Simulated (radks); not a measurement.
# Al in [Ne] 3s2 3p1: an all-electron calculation

One table from this session's results is given with a row withheld; the runs are named, their logs left out.

Program: radks (a radial shooting solver on a logarithmic mesh, Libxc functionals) version 1. Level of theory: scalar-relativistic Kohn-Sham, BLYP, spin-polarised, spherical densities, finite nucleus; open shells are filled with parallel spins first. These are calculated values, not measurements, unless marked.

## What is computed

* element: aluminium (Z = 13)
* charge: 0
* electrons: 13
* configuration: [Ne] 3s2 3p1
* nuclear rms radius: 3.061 fm

Outer shells as boxes (Hund's rule):

Al
```
[Ne] core
3s [↑↓]
3p [↑ ][  ][  ]
```

The first run:

Settings of this run:

```text
Z 13
configuration [Ne] 3s2 3p1 4s0 3d0 4p0 4f0
relativity scalar-relativistic
functional b88,lyp
spin polarised
nucleus finite rms 3.061 fm
c 137.035999084
```

Among the steps run: Self-consistent calculation.

One table of the session follows, with a row left open; its other results are not shown here.

It belongs to the step «Orbitals and density». Sizes of the orbitals, from the radial functions (bohr):

```
  level     <r>  outermost maximum (interpolated)  90 % within  nodes
  1s up  0.1202                            0.0783        0.215      0
1s down  0.1202                            0.0783        0.215      0
  2s up  0.6268                             0.496        0.993      1
2s down  0.6268                             0.496        0.993      1
  2p up  0.6038                             0.427         1.02      0
2p down  0.6038                             0.428         1.02      0
  3s up   2.529                              2.07         3.88      2
3s down       ?                                 ?            ?      ?
  3p up   3.428                              2.62         5.48      1
3p down   3.589                              2.65         5.83      1
```

Q: Estimate the row for 3s down from the others.

**Answer.** <r>: 2.534; outermost maximum (interpolated): 2.05; 90 % within: 3.92; nodes: 2. In the column «<r>» it lies between 3s up (2.529) and 3p up (3.428).

Caveats from the session: Open shells are spherical and high-spin; term and fine-structure splittings are not resolved.
